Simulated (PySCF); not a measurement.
# M06-2X/def2-TZVP (core potential) run of SnSe (SMILES [Se][Sn])

What is the energy change on altering one bond length of SnSe at M06-2X/def2-TZVP (core potential)? 

The results are computed with PySCF 2.14.0.

1 further run of the same task is left out (set aside as unsound or not needed).

## (1) Starting point

SnSe: 2 atoms, total charge 0, spin state singlet. As SMILES, `[Se][Sn]`. The coordinates come from a PBE0-D4/def2-TZVP relaxation.

Bond lengths: Se1–Sn2 2.325 Å.

## (2) The energy at M06-2X/def2-TZVP (core potential)

calc.py reads:

```python
from pyscf import gto, dft

molecule = gto.M(
    atom='''
Se     0.000000     0.000000     0.006530
Sn     0.000000     0.000000     2.331810
''',
    max_memory=1860,
    charge=0,
    verbose=4,
    basis='def2-tzvp',
    ecp={'Sn': 'def2-svp'},
)

myscf = dft.RKS(molecule)
myscf.xc = 'm06-2x'
myscf.grids.level = 5
myscf.conv_tol = 1e-10
myscf.kernel()
if not myscf.converged:
    myscf = myscf.newton().run(myscf.mo_coeff, myscf.mo_occ)

e_tot = myscf.e_tot
print('E(%s) = %.9f' % ('M06-2X', e_tot))
```

Started as:

```sh
OMP_NUM_THREADS=1 python calc.py
```

Output:

```text
PySCF version 2.14.0

[INPUT] num. atoms = 2
[INPUT] num. electrons = 56
[INPUT] charge = 0
[INPUT] spin (= nelec alpha-beta = 2S) = 0
[INPUT] symmetry False subgroup None
[INPUT] Mole.unit = angstrom
[INPUT] Symbol           X                Y                Z      unit          X                Y                Z       unit  Magmom
[INPUT]  1 Se     0.000000000000   0.000000000000   0.006530000000 AA    0.000000000000   0.000000000000   0.012339911593 Bohr   0.0
[INPUT]  2 Sn     0.000000000000   0.000000000000   2.331810000000 AA    0.000000000000   0.000000000000   4.406482274522 Bohr   0.0

nuclear repulsion = 170.226619490195
number of shells = 32
number of NR pGTOs = 194
number of NR cGTOs = 98
basis = def2-tzvp
ecp = {'Sn': 'def2-svp'}

******** <class 'pyscf.dft.rks.RKS'> ********
method = RKS
initial guess = minao
damping factor = 0
level_shift factor = 0
DIIS = <class 'pyscf.scf.diis.CDIIS'>
diis_start_cycle = 1
diis_space = 8
diis_damp = 0
SCF conv_tol = 1e-10
SCF conv_tol_grad = None
SCF max_cycles = 50
direct_scf = True
direct_scf_tol = 1e-13
XC library pyscf.dft.libxc version 7.0.0
    S. Lehtola, C. Steigemann, M. J.T. Oliveira, and M. A.L. Marques.,  SoftwareX 7, 1–5 (2018)
XC functionals = m06-2x
    Y. Zhao and D. G. Truhlar.,  Theor. Chem. Acc. 120, 215 (2008)
    Y. Zhao and D. G. Truhlar.,  Theor. Chem. Acc. 120, 215 (2008)
radial grids:
    Treutler-Ahlrichs [JCP 102, 346 (1995); DOI:10.1063/1.469408] (M4) radial grids

becke partition: Becke, JCP 88, 2547 (1988); DOI:10.1063/1.454033
pruning grids: <function nwchem_prune>
grids dens level: 5
symmetrized grids: False
atomic radii adjust function: <function treutler_atomic_radii_adjust>
small_rho_cutoff = 0
Set gradient conv threshold to 1e-05
Initial guess from minao.
tot grids = 91744
init E= -2578.13700357709
  HOMO = -0.651455718057089  LUMO = -0.497945964511523  gap/eV = 4.17721
cycle= 1 E= -2614.11398991218  delta_E=  -36  |g|= 2.75  |ddm|= 30.6
  HOMO = -0.0651295276297765  LUMO = -0.00151632903876225  gap/eV = 1.73100
cycle= 2 E= -2611.75097316609  delta_E= 2.36  |g|= 4.23  |ddm|= 21.4
  HOMO = -0.26212793411232  LUMO = -0.0674557105748248  gap/eV = 5.29730
cycle= 3 E= -2615.84031999417  delta_E= -4.09  |g|= 0.36  |ddm|= 19.9
  HOMO = -0.286864403983167  LUMO = -0.0452349371613117  gap/eV = 6.57507
cycle= 4 E= -2615.85405987602  delta_E= -0.0137  |g|= 0.179  |ddm|= 0.578
  HOMO = -0.279422433983335  LUMO = -0.058293924658589  gap/eV = 6.01721
cycle= 5 E= -2615.86416205596  delta_E= -0.0101  |g|= 0.0474  |ddm|= 0.288
  HOMO = -0.292600406513004  LUMO = -0.0628435135909778  gap/eV = 6.25200
cycle= 6 E= -2615.86475716267  delta_E= -0.000595  |g|= 0.022  |ddm|= 0.0678
  HOMO = -0.291664314272736  LUMO = -0.0628464262961793  gap/eV = 6.22645
cycle= 7 E= -2615.86486176025  delta_E= -0.000105  |g|= 0.00445  |ddm|= 0.0249
  HOMO = -0.291161018369474  LUMO = -0.0629602818378556  gap/eV = 6.20966
cycle= 8 E= -2615.86487173103  delta_E= -9.97e-06  |g|= 0.00142  |ddm|= 0.0108
  HOMO = -0.291163223587384  LUMO = -0.0627594423454194  gap/eV = 6.21518
cycle= 9 E= -2615.86487310036  delta_E= -1.37e-06  |g|= 0.000447  |ddm|= 0.00347
  HOMO = -0.291188395069247  LUMO = -0.062808918898442  gap/eV = 6.21452
cycle= 10 E= -2615.86487319205  delta_E= -9.17e-08  |g|= 0.000155  |ddm|= 0.000835
  HOMO = -0.291169398370154  LUMO = -0.0628175746809805  gap/eV = 6.21377
cycle= 11 E= -2615.86487320043  delta_E= -8.38e-09  |g|= 1.96e-05  |ddm|= 0.000245
  HOMO = -0.291170938065667  LUMO = -0.0628167329464072  gap/eV = 6.21383
cycle= 12 E= -2615.86487320065  delta_E= -2.18e-10  |g|= 2.43e-06  |ddm|= 6.96e-05
  HOMO = -0.291170665911994  LUMO = -0.06281650404257  gap/eV = 6.21383
cycle= 13 E= -2615.86487320066  delta_E= -9.09e-12  |g|= 5.42e-07  |ddm|= 8.2e-06
  HOMO = -0.291170706518481  LUMO = -0.062816543813534  gap/eV = 6.21383
Extra cycle  E= -2615.86487320065  delta_E= 1.82e-12  |g|= 2.35e-07  |ddm|= 1.43e-06
converged SCF energy = -2615.86487320065
E(M06-2X) = -2615.864873201
```

It took 20 s on 1 thread of Arm Neoverse V2, shared host; peak memory 0.51 GiB.

## (3) The distorted shape

calc.py reads:

```python
from pyscf import gto, dft

mol = gto.M(
    atom='Se 0.000000 -0.000000 -0.342290; Sn -0.000000 0.000000 2.331810',
    charge=0,
    verbose=3,
    max_memory=1860,
    ecp={'Sn': 'def2-svp'},
    basis='def2-tzvp',
)

ks = dft.RKS(mol, xc='m06-2x')
ks.conv_tol = 1e-10
ks.grids.level = 5
ks.kernel()
if not ks.converged:
    ks = ks.newton().run(ks.mo_coeff, ks.mo_occ)

e_final = ks.e_tot
print('E(%s) = %.9f' % ('M06-2X', e_final))
```

Started as:

```sh
OMP_NUM_THREADS=1 python calc.py
```

Output:

```text
converged SCF energy = -2615.83558821611
E(M06-2X) = -2615.835588216
```

Wall time 20 s (1 thread of Arm Neoverse V2, shared host); peak memory 0.51 GiB.

## (4) What came out

Level: M06-2X/def2-TZVP (core potential).

| quantity | value |
| --- | --- |
| first shape: total energy | -2615.86487 Eh |
| first shape: dipole moment | 3.53 D |
| first shape: HOMO energy | -7.92 eV |
| first shape: LUMO energy | -1.71 eV |
| first shape: HOMO–LUMO gap | 6.21 eV |
| distorted shape: total energy | -2615.83559 Eh |
| distorted shape: dipole moment | 5.26 D |
| distorted shape: HOMO energy | -7.20 eV |
| distorted shape: LUMO energy | -2.32 eV |
| distorted shape: HOMO–LUMO gap | 4.87 eV |
| energy change with the Se1–Sn2 bond stretched from 2.325 to 2.674 Å | 0.797 eV |

**Reading.** With the Se1–Sn2 bond stretched from 2.325 to 2.674 Å the energy rises by 0.80 eV (76.9 kJ/mol). The first shape isn't relaxed at this level, so the change isn't measured from a minimum.
